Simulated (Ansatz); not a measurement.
# BH5OS2Si: the cost of one run

Program: Ansatz 0.2.0 through its Python package. Level of theory: r2SCAN0/def2-SVP. These are calculated values, not measurements.

### Step 1. The system

Bond lengths: Si1–O2 1.679 Å, O2–B3 1.470 Å, B3–S4 1.907 Å, B3–S5 1.880 Å, Si1–H6 1.482 Å, Si1–H7 1.518 Å, Si1–H8 1.421 Å, S4–H9 1.462 Å, S5–H10 1.396 Å. Angles: Si1–O2–B3 105.2°, O2–Si1–H6 110.6°, O2–Si1–H7 108.5°, O2–Si1–H8 112.4°, H6–Si1–H7 104.8°, H6–Si1–H8 111.1°, H7–Si1–H8 109.2°, O2–B3–S4 119.5°, O2–B3–S5 121.0°, S4–B3–S5 118.5°, B3–S4–H9 87.3°, B3–S5–H10 90.3°.

Input file bh5os2si.xyz:

```xyz
10

Si   -0.82840    0.05250    1.22450
O     0.81290    0.35530    1.04080
B     1.09260    0.11700   -0.38260
S     1.75350   -1.58360   -0.93800
S     1.13120    1.53870   -1.61280
H    -1.25930    0.34110    2.61260
H    -1.59900    1.03920    0.36650
H    -1.17980   -1.27100    0.84510
H     0.36760   -1.95100   -1.22250
H    -0.20840    1.31060   -1.93070
```

### Step 2. The script

bde.py reads:

```python
import ansatz as az

BASIS_SET = "def2-SVP"
XC = "R2SCAN0"


def energy_of(molecule, charge=0, unpaired=0):
    calc = (
        molecule.calculation()
        .basis(gaussian=BASIS_SET)
        .functional(XC)
    )
    if charge:
        calc = calc.charge(charge)
    if unpaired:
        calc = calc.spin("collinear", total=unpaired)
    return calc.run().report["free_energy_ev"]

def without(molecule, index):
    rest = az.Crystal.molecule()
    for i, site in enumerate(molecule.cartesian_sites):
        if i != index:
            rest = rest.atom(site.symbol, site.position_ang)
    return rest

system = az.Crystal.molecule_from_extxyz("bh5os2si.xyz")

whole = energy_of(system, 0)
hydrogen = energy_of(az.Crystal.molecule().atom("H", (0, 0, 0)), 0, 1)
print(f"E(molecule) = {whole:.5f} eV, E(H) = {hydrogen:.5f} eV")
for index in [7, 9]:
    radical = energy_of(without(system, index), 0, 1)
    print(f"H{index}: homolysis {(radical + hydrogen - whole):.3f} eV")
```

### Step 3. The input behind the calls

The engine receives this input (first run):

```yaml
crystal:
  periodic: [false, false, false]
  atoms:
    - { symbol: Si, position_ang: [-0.8284, 0.0525, 1.2245] }
    - { symbol: O, position_ang: [0.8129, 0.3553, 1.0408] }
    - { symbol: B, position_ang: [1.0926, 0.117, -0.3826] }
    - { symbol: S, position_ang: [1.7535, -1.5836, -0.938] }
    - { symbol: S, position_ang: [1.1312, 1.5387, -1.6128] }
    - { symbol: H, position_ang: [-1.2593, 0.3411, 2.6126] }
    - { symbol: H, position_ang: [-1.599, 1.0392, 0.3665] }
    - { symbol: H, position_ang: [-1.1798, -1.271, 0.8451] }
    - { symbol: H, position_ang: [0.3676, -1.951, -1.2225] }
    - { symbol: H, position_ang: [-0.2084, 1.3106, -1.9307] }
basis:
  gaussian:
    orbitals: def2-SVP
hamiltonian:
  xc: r2scan0
```

### Step 4. Launch

Run with:

```sh
> python bde.py
```

Q: Estimate wall time and peak memory on 1 thread of Intel Xeon 6975P-C (Granite Rapids), shared host.

About 22 s, with a peak of 0.42 GiB.
